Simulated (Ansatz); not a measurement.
Ta3AsAu2O13 in Ansatz: convergence with k mesh

Ta3AsAu2O13:

```
Ta As Au O
1.0
     5.72385   -0.00745   -0.00403
     1.30279    6.25499    0.00561
     0.27574    1.30074    8.36754
Ta As Au O
3 1 2 13
Cartesian
  1.8016 2.6675 4.8901
  0.6106 1.9943 8.3559
  4.2828 4.5395 4.2252
  4.7578 6.6860 6.9518
  3.4916 0.8150 1.5556
  1.4492 5.7148 3.7432
  4.8936 5.2811 5.9496
  3.3221 1.7411 5.8246
  6.2809 6.7422 7.6940
  3.3672 6.6706 7.9235
  4.5687 1.8638 0.2577
  1.7240 1.5064 0.9269
  0.9962 1.2256 4.1088
  3.3758 2.9946 3.6400
  0.9058 2.6910 6.5776
  6.1615 3.9169 3.8186
  4.0664 5.7780 2.9290
  2.4385 4.7506 5.2300
  6.5613 6.2408 1.8957
```

The cell was built by a generator and needn't be a form met in nature.

```yaml
Program: Ansatz 0.2.0
Task: convergence study
Functional: PBE
Potentials_or_basis: Ansatz PAW
Cutoff: "420 eV (not typed: the program's choice for these potentials)"
k_mesh: 2 × 2 × 1
Occupations: fermi-dirac, width 0.05 eV
Spin: no spin polarisation
```

These are the settings of the first run; the series varies k mesh, with any setting tied to it.

Hardware: 8 threads of Arm Neoverse V1, with other jobs on the host.

**Question.** The values tried are 2 × 2 × 1, 2 × 2 × 2, 3 × 2 × 2, 3 × 3 × 2, 4 × 3 × 3, 5 × 4 × 3, 6 × 5 × 4, 7 × 6 × 5, 8 × 7 × 6, loosest first. From which on does the energy stay within 1 meV/atom of the tightest run that finished?

**Answer.** From 3 × 2 × 2 on.

| k mesh | energy less the tightest run, at zero smearing (meV/atom) | largest force (eV/Å) | gap on the mesh (eV) | SCF cycles | CPU time (s) | peak memory (GiB) |
| --- | --- | --- | --- | --- | --- | --- |
| 2 × 2 × 1 | 2.07 | 0.067 | 1.287 | 10 | 19 | 0.86 |
| 2 × 2 × 2 | 1.46 | 0.057 | 1.284 | 11 | 31 | 1.3 |
| 3 × 2 × 2 | 0.23 | 0.036 | 1.275 | 11 | 42 | 1.2 |
| 3 × 3 × 2 | 0.08 | 0.013 | 1.321 | 11 | 58 | 1.4 |
| 4 × 3 × 3 | 0.04 | 0.012 | 1.329 | 11 | 110 | 1.6 |
| 5 × 4 × 3 | 0.01 | 0.012 | 1.278 | 11 | 170 | 1.8 |
| 6 × 5 × 4 | 0.00 | 0.012 | 1.293 | 11 | 310 | 2.2 |
| 7 × 6 × 5 | 0.01 | 0.012 | 1.280 | 11 | 520 | 2.8 |
| 8 × 7 × 6 | 0.00 | 0.012 | 1.285 | 11 | 850 | 3.8 |

Against the tightest run, the largest force stays within 0.005 eV/Å from 3 × 3 × 2 on; the gap on the mesh stays within 0.01 eV from 5 × 4 × 3 on. Meshes of other sizes hit other points, so gaps and Fermi surfaces needn't settle smoothly. The tightest run that finished is the yardstick and may itself not be fully converged.

Caveat, for the tightest run too: odd divisions of the mesh miss points on the zone boundary, where band edges often lie, so the gap on the mesh can be too wide; spin-orbit coupling is left out, which moves the levels of the heavy elements.
